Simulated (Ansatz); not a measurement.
# C₂H₁₀GaOP: one species, many methods

Aim: compute C₂H₁₀GaOP with functionals from several rungs and with coupled cluster, and see how far each lands from CCSD(T) at the basis-set limit for the atomisation energy.

Method: functionals in def2-TZVPP, the program's frozen cores in correlated methods; program: Ansatz 0.2.0, Gaussian basis.

Plan: LDA (SPW92), PBE-D4, revPBE-D4, BLYP-D4, r2SCAN-D4, B97M-V, PBE0-D4, B3LYP-D4, r2SCANh-D4, r2SCAN0-D4, HSE06-D4, BHLYP-D4, CAM-B3LYP-D4, LC-ωPBE, ωB97X-V, ωB97M-V, B2PLYP, PBE-QIDH; CCSD(T)/def2-SVP; CCSD(T)/def2-TZVPP; MP2/def2-QZVPP; extrapolation to the limit; RPA on PBE.

1 further run of the same task is left out (it didn't finish).

**1. The relaxed structure**

All runs share one geometry, relaxed beforehand with PBE0-D4 in a triple-zeta def2 set.

SMILES `[CH3][Ga-]([CH3])([OH])[PH3+]`, 15 atoms, charge 0, spin multiplicity 1.

Atoms are counted from 1 here; the program's logs count them from 0.

Bond lengths: C1–Ga2 1.969 Å, C1–H6 1.092 Å, C1–H7 1.093 Å, C1–H8 1.092 Å, Ga2–C3 1.976 Å, Ga2–O4 1.835 Å, Ga2–P5 2.668 Å, C3–H9 1.092 Å, C3–H10 1.093 Å, C3–H11 1.092 Å, O4–H12 0.959 Å, P5–H13 1.416 Å, P5–H14 1.411 Å, P5–H15 1.409 Å. Angles: Ga2–C1–H6 111.8°, Ga2–C1–H7 110.1°, Ga2–C1–H8 110.6°, H6–C1–H7 107.6°, H6–C1–H8 108.8°, H7–C1–H8 107.8°, C1–Ga2–C3 127.5°, C1–Ga2–O4 112.4°, C1–Ga2–P5 100.4°, C3–Ga2–O4 116.5°, C3–Ga2–P5 103.5°, O4–Ga2–P5 82.8°, Ga2–C3–H9 111.7°, Ga2–C3–H10 110.1°, Ga2–C3–H11 111.3°, H9–C3–H10 107.8°, H9–C3–H11 108.3°, H10–C3–H11 107.5° and more.

Coordinates:

```
C    -1.8469   -0.0374    1.1003
Ga   -0.1610   -0.5735    0.2364
C     1.5913   -0.8709    1.1010
O    -0.4366   -1.4190   -1.3686
P     0.2701    1.5401   -1.3337
H    -1.7254    0.8648    1.7040
H    -2.2003   -0.8329    1.7617
H    -2.6209    0.1422    0.3517
H     2.3959   -0.9536    0.3669
H     1.5721   -1.7977    1.6809
H     1.8372   -0.0582    1.7884
H     0.3211   -1.9268   -1.6631
H     0.5376    2.9218   -1.1726
H     1.2618    1.2825   -2.3034
H    -0.8180    1.6679   -2.2205
```

**2. LDA**

This LDA is Slater exchange with PW92 correlation.

in.yaml reads:

```yaml
crystal:
  periodic: [false, false, false]
  atoms:
    - {symbol: C, position_ang: [-1.846916, -0.037372, 1.100286]}
    - {symbol: Ga, position_ang: [-0.160993, -0.573517, 0.236430]}
    - {symbol: C, position_ang: [1.591286, -0.870868, 1.100996]}
    - {symbol: O, position_ang: [-0.436643, -1.418998, -1.368584]}
    - {symbol: P, position_ang: [0.270060, 1.540137, -1.333743]}
    - {symbol: H, position_ang: [-1.725373, 0.864764, 1.704042]}
    - {symbol: H, position_ang: [-2.200279, -0.832895, 1.761653]}
    - {symbol: H, position_ang: [-2.620873, 0.142235, 0.351689]}
    - {symbol: H, position_ang: [2.395918, -0.953617, 0.366931]}
    - {symbol: H, position_ang: [1.572099, -1.797712, 1.680890]}
    - {symbol: H, position_ang: [1.837158, -0.058227, 1.788400]}
    - {symbol: H, position_ang: [0.321109, -1.926846, -1.663082]}
    - {symbol: H, position_ang: [0.537640, 2.921753, -1.172624]}
    - {symbol: H, position_ang: [1.261836, 1.282509, -2.303386]}
    - {symbol: H, position_ang: [-0.818029, 1.667854, -2.220497]}
basis:
  gaussian: {orbitals: def2-TZVPP}
hamiltonian: {xc: lda}
output: {orbitals: {seedname: orbitals}}
```

The run is started by

```bash
$ ansatz run in.yaml --threads 2 --pin off --events-out ev --progress --plain --max-ram 32768MiB --backend cuda --devices 0, --max-vram 18GiB
```

The runs that follow: PBE-D4 (GGA); revPBE-D4 (GGA); BLYP-D4 (GGA); r2SCAN-D4 (meta-GGA); B97M-V (meta-GGA); PBE0-D4 (hybrid); B3LYP-D4 (hybrid); r2SCANh-D4 (hybrid); r2SCAN0-D4 (hybrid); HSE06-D4 (hybrid); BHLYP-D4 (hybrid); CAM-B3LYP-D4 (range-separated); LC-ωPBE (range-separated); ωB97X-V (range-separated); ωB97M-V (range-separated); B2PLYP (double hybrid); PBE-QIDH (double hybrid); CCSD(T) in def2-SVP; CCSD(T) in def2-TZVPP; MP2 in def2-QZVPP; RPA on PBE orbitals.

Q: Predict the results of all the runs planned. Wanted: atomisation energy, CCSD(T)/CBS; farthest beyond LDA; mean size of error, GGA; mean size of error, meta-GGA; mean size of error, hybrid; mean size of error, range-separated; mean size of error, double hybrid; gap, smallest and largest; T1 diagnostic.

The runs gave:

| quantity | value |
| --- | --- |
| atomisation energy, CCSD(T)/CBS | 4996.7 kJ/mol |
| functionals within 50.0 kJ/mol (1.0 %) | PBE-D4, BLYP-D4, r2SCAN-D4, B97M-V, PBE0-D4, B3LYP-D4, r2SCANh-D4, HSE06-D4, CAM-B3LYP-D4, ωB97X-V, ωB97M-V |
| farthest beyond LDA | BHLYP-D4 (-131.9 kJ/mol) |
| mean size of error, GGA | 50.2 kJ/mol |
| mean size of error, meta-GGA | 12.0 kJ/mol |
| mean size of error, hybrid | 56.8 kJ/mol |
| mean size of error, range-separated | 17.6 kJ/mol |
| mean size of error, double hybrid | 69.4 kJ/mol |
| gap, smallest and largest | 5.22 eV (BLYP-D4), 12.38 eV (LC-ωPBE) |
| T1 diagnostic | 0.0125 |
| triples share of the correlation energy | 3.7 % |

**Reading.** The LDA atomisation energy is off by 635.4 kJ/mol (13 %): it overbinds. PBE-D4 misses by +18.5 kJ/mol. Double hybrids carry the basis error of their MP2 part in triple zeta, and no dispersion term here, so their miss is partly the set-up's. The rungs meta-GGA, range-separated miss on average by less than the doubt on the reference (50.0 kJ/mol), so they tie. The reference freezes the cores and leaves out relativity and excitations past (T), and its outer-core shells are covered unevenly, so misses under about 50.0 kJ/mol can't be ranked. Hartree-Fock recovers 73 % of the binding; the rest is correlation. CCSD(T) in def2-SVP is off by -302.0 kJ/mol, more than most functionals: a good method in a small basis is no reference. Orbital gaps span 5.2 to 12.4 eV; exact exchange widens them. Correlated methods include outer-core shells of Ga, which these sets cover unevenly.
